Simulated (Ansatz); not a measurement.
# CH6BFSSi: the cost of one run

Program: Ansatz 0.2.0. Level of theory: RKS BHLYP/def2-SVP. These are calculated values, not measurements.

### 1 Starting point

Bond lengths: C1–Si2 1.801 Å, Si2–B3 1.940 Å, B3–F4 1.468 Å, B3–S5 1.879 Å, C1–H6 1.137 Å, C1–H7 1.150 Å, C1–H8 1.074 Å, Si2–H9 1.513 Å, Si2–H10 1.466 Å, S5–H11 1.426 Å. Angles (14 of 16 angles, heavy atoms first): C1–Si2–B3 108.0°, Si2–B3–F4 118.4°, Si2–B3–S5 120.8°, F4–B3–S5 120.5°, C1–Si2–H9 109.0°, C1–Si2–H10 110.3°, B3–Si2–H9 110.9°, B3–Si2–H10 110.4°, Si2–C1–H6 112.6°, Si2–C1–H7 110.3°, Si2–C1–H8 112.8°, B3–S5–H11 89.4°, H9–Si2–H10 108.2°, H6–C1–H7 104.7°.

Structure file:

```xyz
11

C    -0.9098    1.1244    0.3004
Si    0.7309    0.4207    0.5376
B     0.7355   -1.3616   -0.2281
F     1.1246   -2.4883    0.6281
S     0.4055   -1.6244   -2.0595
H    -1.1828    1.2381   -0.7979
H    -0.9520    2.1928    0.7247
H    -1.6800    0.5556    0.7866
H     1.0375    0.3733    2.0185
H     1.7427    1.2581   -0.1129
H    -0.9865   -1.7456   -1.7769
```

### 2 End point A

Input file input.yaml:

```yaml
crystal:
  periodic: [false, false, false]
  atoms:
    - { symbol: C, position_ang: [-0.9098, 1.1244, 0.3004] }
    - { symbol: Si, position_ang: [0.7309, 0.4207, 0.5376] }
    - { symbol: B, position_ang: [0.7355, -1.3616, -0.2281] }
    - { symbol: F, position_ang: [1.1246, -2.4883, 0.6281] }
    - { symbol: S, position_ang: [0.4055, -1.6244, -2.0595] }
    - { symbol: H, position_ang: [-1.1828, 1.2381, -0.7979] }
    - { symbol: H, position_ang: [-0.952, 2.1928, 0.7247] }
    - { symbol: H, position_ang: [-1.68, 0.5556, 0.7866] }
    - { symbol: H, position_ang: [1.0375, 0.3733, 2.0185] }
    - { symbol: H, position_ang: [1.7427, 1.2581, -0.1129] }
    - { symbol: H, position_ang: [-0.9865, -1.7456, -1.7769] }
basis:
  gaussian: { orbitals: def2-SVP }
hamiltonian:
  xc: { name: BHLYP }
relax:
  f_tol: 0.02
  max_steps: 50
output:
  orbitals: {}
```

The run is started by

```sh
$ ansatz run input.yaml --threads 2 --pin off --max-ram 3072MiB --backend cpu --events-out ev --progress --plain --runs-dir out
```

**Question.** How long does this run take on 2 threads of Intel Xeon Platinum 8375C at 2.90GHz (Ice Lake), shared host, and how much memory does it need?

About 80 s, with a peak of 0.26 GiB.
